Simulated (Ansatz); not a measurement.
# Tc (P6_3/mmc): equation of state

An exercise on one series of results from a longer session: the logs are not shown, and one member is left open.

Program: Ansatz 0.2.0. Level of theory: DFT r²SCAN, scalar-relativistic, plane waves, PAW. These are calculated values, not measurements.

## The system as given

The structure is hexagonal, space group P6_3/mmc (No. 194). Conventional cell: a = 2.737 Å, b = 2.737 Å, c = 4.378 Å, α = 90.00°, β = 90.00°, γ = 120.00°. Around Tc (site symmetry -6m2) lie 12 Tc at 2.70 to 2.74 Å.

As a file:

```xyz
2
Lattice="2.7365 0.0000 0.0000 -1.3683 2.3699 0.0000 0.0000 0.0000 4.3780" Properties=species:S:1:pos:R:3 pbc="T T T"
Tc    0.0000    1.5799    1.0945
Tc    1.3683    0.7900    3.2835
```

This cell comes from an earlier session at r²SCAN: 14.196 Å³/atom at 0.00 GPa, on a 18×18×10 mesh.

Volume factors to run: 0.980, 1.020, 0.960, 1.040.

Set-up of the first run:

Input file input.yaml:

```yaml
crystal:
  lattice:
    - [2.7181556785, 0.0, 0.0]
    - [-1.3590778393, 2.353991869, 0.0]
    - [0.0, 0.0, 4.3486621503]
  atoms:
    - { symbol: Tc, position: [0.3333333333, 0.6666666667, 0.25] }
    - { symbol: Tc, position: [0.6666666667, 0.3333333333, 0.75] }
basis:
  ecutwfc: 600
  ecutrho_ratio: 5
kpoints:
  mp_grid: { grid: [18, 18, 10] }
hamiltonian:
  xc: r2scan
scf:
  occupations: { method: gaussian, width: 0.05 }
output:
  forces: true
  stress: true
  eigenvalues: true
relax:
  f_tol: 0.01
  max_steps: 40
  cell: { stress_tol: 0.1, fix: [volume] }
```

Launch:

```
ansatz run input.yaml --threads 1 --pin off --max-ram 2560MiB --backend cpu --events-out ev --progress --plain --runs-dir out
```

Among the steps run: Volume × 0.980; At 1.020 of the relaxed volume; At 0.960 of the relaxed volume; At 1.040 of the relaxed volume.

One table of the session follows, with a row left open; its other results are not shown here.

It belongs to the step «Energy and pressure against volume». 

```
volume (Å³/atom)  energy (meV/atom)  pressure (GPa)
          13.629              24.35           14.29
          13.912               5.84            6.76
          14.196               0.00            0.00
          14.480                  ?               ?
          14.764              21.14          -11.49
```

Estimate the missing values for volume (Å³/atom) = 14.480.

Worked estimate for «energy (meV/atom)». A straight line through the neighbours (14.196, 0.00) and (14.764, 21.14) gives 0.00 + (21.14 − 0.00) × (14.480 − 14.196) / (14.764 − 14.196) = 10.57; a parabola fitted to 3 rows on both sides gives 5.10.

**Answer.** energy (meV/atom): 5.49; pressure (GPa): -6.05. In «energy (meV/atom)» the line misses by +5.08 and the parabola by -0.39.
